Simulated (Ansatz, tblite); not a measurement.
**C18H8S6: rung by rung**

Aim: run the singlet of C18H8S6 at one geometry on many levels, and compare frontier levels, spin and run time.

Program: Ansatz 0.2.0, Gaussian basis. Level of theory: as each input shows. These are calculated values, not measurements.

Levels to be run: GFN1-xTB, GFN2-xTB, PBE-D4/def2-TZVP, r2SCAN-D4/def2-TZVP, PBE-D4/def2-SVP, PBE0-D4/def2-SVP.

1 further run of the same task is left out (set aside as unsound or not needed).

## Step 1: The geometry

The singlet was relaxed beforehand with r2SCAN-D4/def2-SVP.

SMILES `c1cc2sc(-c3cc4sc(-c5cc6sccc6s5)cc4s3)cc2s1`, 32 atoms, charge 0, spin multiplicity 1.

Bond lengths: C1–C2 1.377 Å, C1–S24 1.738 Å, C1–H25 1.090 Å, C2–C3 1.420 Å, C2–H26 1.091 Å, C3–S4 1.733 Å, C3–C23 1.403 Å, S4–C5 1.763 Å, C5–C6 1.439 Å, C5–C22 1.389 Å, C6–C7 1.391 Å, C6–S21 1.762 Å, C7–C8 1.411 Å, C7–H27 1.092 Å, C8–S9 1.734 Å, C8–C20 1.405 Å, S9–C10 1.762 Å, C10–C11 1.439 Å and more. Angles: C2–C1–S24 113.4°, C2–C1–H25 127.6°, S24–C1–H25 119.0°, C1–C2–C3 110.8°, C1–C2–H26 123.9°, C3–C2–H26 125.3°, C2–C3–S4 135.2°, C2–C3–C23 114.1°, S4–C3–C23 110.7°, C3–S4–C5 91.5°, S4–C5–C6 119.8°, S4–C5–C22 111.9°, C6–C5–C22 128.4°, C5–C6–C7 128.4°, C5–C6–S21 119.8°, C7–C6–S21 111.8°, C6–C7–C8 111.7°, C6–C7–H27 123.1° and more.

PBE0-D4/def2-TZVP was run before; its log isn't repeated, and its numbers join the tables.

## Step 2: GFN1-xTB

Tight binding, by tblite at 300 K electronic temperature and without a spin-polarisation term:

```python
tblite.interface.Calculator('GFN1-xTB', numbers, positions, charge=0, uhf=0).singlepoint()
```

Energy -1755.7927 eV, HOMO -10.25 eV, LUMO -8.48 eV; 0.068 s.

## Step 3: GFN2-xTB

Tight binding, by tblite at 300 K electronic temperature and without a spin-polarisation term:

```python
tblite.interface.Calculator('GFN2-xTB', numbers, positions, charge=0, uhf=0).singlepoint()
```

Energy -1689.4591 eV, HOMO -9.89 eV, LUMO -8.14 eV; 0.078 s.

## Step 4: PBE-D4/def2-TZVP

start.molden holds the orbitals of an earlier run on this state, given as this run's starting guess.

in.yaml reads:

```yaml
crystal:
  periodic: [false, false, false]
  atoms:
    - {symbol: C, position_ang: [-8.333311, 0.207528, 0.374815]}
    - {symbol: C, position_ang: [-7.546788, 0.384634, -0.740931]}
    - {symbol: C, position_ang: [-6.170082, 0.278201, -0.410517]}
    - {symbol: S, position_ang: [-4.681688, 0.391467, -1.291282]}
    - {symbol: C, position_ang: [-3.741939, 0.090536, 0.169240]}
    - {symbol: C, position_ang: [-2.305267, 0.055731, 0.100069]}
    - {symbol: C, position_ang: [-1.490019, 0.234433, -1.012157]}
    - {symbol: C, position_ang: [-0.122937, 0.127966, -0.679583]}
    - {symbol: S, position_ang: [1.365667, 0.241109, -1.560947]}
    - {symbol: C, position_ang: [2.305207, -0.058100, -0.100397]}
    - {symbol: C, position_ang: [3.741907, -0.092394, -0.169456]}
    - {symbol: C, position_ang: [4.555665, 0.083034, -1.281240]}
    - {symbol: C, position_ang: [5.925856, -0.023263, -0.947653]}
    - {symbol: S, position_ang: [7.418406, 0.084779, -1.823483]}
    - {symbol: C, position_ang: [8.333339, -0.207276, -0.374875]}
    - {symbol: C, position_ang: [7.546890, -0.383872, 0.740999]}
    - {symbol: C, position_ang: [6.170162, -0.277473, 0.410632]}
    - {symbol: S, position_ang: [4.681912, -0.386581, 1.292214]}
    - {symbol: C, position_ang: [1.489992, -0.235297, 1.012081]}
    - {symbol: C, position_ang: [0.122895, -0.129387, 0.679351]}
    - {symbol: S, position_ang: [-1.365579, -0.240963, 1.561071]}
    - {symbol: C, position_ang: [-4.555729, -0.083659, 1.281200]}
    - {symbol: C, position_ang: [-5.925894, 0.022351, 0.947480]}
    - {symbol: S, position_ang: [-7.418630, -0.087253, 1.822978]}
    - {symbol: H, position_ang: [-9.421804, 0.233930, 0.433226]}
    - {symbol: H, position_ang: [-7.941727, 0.580743, -1.738917]}
    - {symbol: H, position_ang: [-1.880659, 0.431529, -2.012281]}
    - {symbol: H, position_ang: [4.165261, 0.277185, -2.282073]}
    - {symbol: H, position_ang: [9.421864, -0.232200, -0.433365]}
    - {symbol: H, position_ang: [7.941867, -0.577661, 1.739423]}
    - {symbol: H, position_ang: [1.880386, -0.431252, 2.012526]}
    - {symbol: H, position_ang: [-4.165224, -0.278506, 2.281859]}
basis:
  gaussian: {orbitals: def2-TZVP, fitting: {mean_field: def2-universal-jkfit}, initial_orbitals: start.molden}
hamiltonian: {xc: pbe, dispersion: d4}
scf: {omitted_lower_state_checks: [starts]}
output: {forces: true, orbitals: {seedname: orbitals}}
```

On the command line:

```bash
ansatz run in.yaml --threads 2 --pin off --events-out ev --progress --plain --max-ram 32768MiB --backend cuda --devices 0, --max-vram 18GiB
```

Further steps of the session: r2SCAN-D4/def2-TZVP; PBE-D4/def2-SVP; PBE0-D4/def2-SVP.

Q: Predict the results of all the runs planned. Wanted: gap in def2-TZVP, named functionals, smallest and largest; binding an atom, functionals in def2-TZVP; PBE0 total energy, smallest basis above largest.

As calculated:

| quantity | value |
| --- | --- |
| gap in def2-TZVP, named functionals, smallest and largest | 1.88 eV (PBE-D4), 3.17 eV (PBE0-D4) |
| binding an atom, functionals in def2-TZVP | 5.27 (r2SCAN-D4) to 5.49 eV (PBE-D4) |
| PBE0 total energy, smallest basis above largest | 42.45 eV (def2-SVP, def2-TZVP) |

**Reading.** Orbital gaps of the named functionals in def2-TZVP span 1.88 eV (PBE-D4) to 3.17 eV (PBE0-D4); exact exchange widens it.
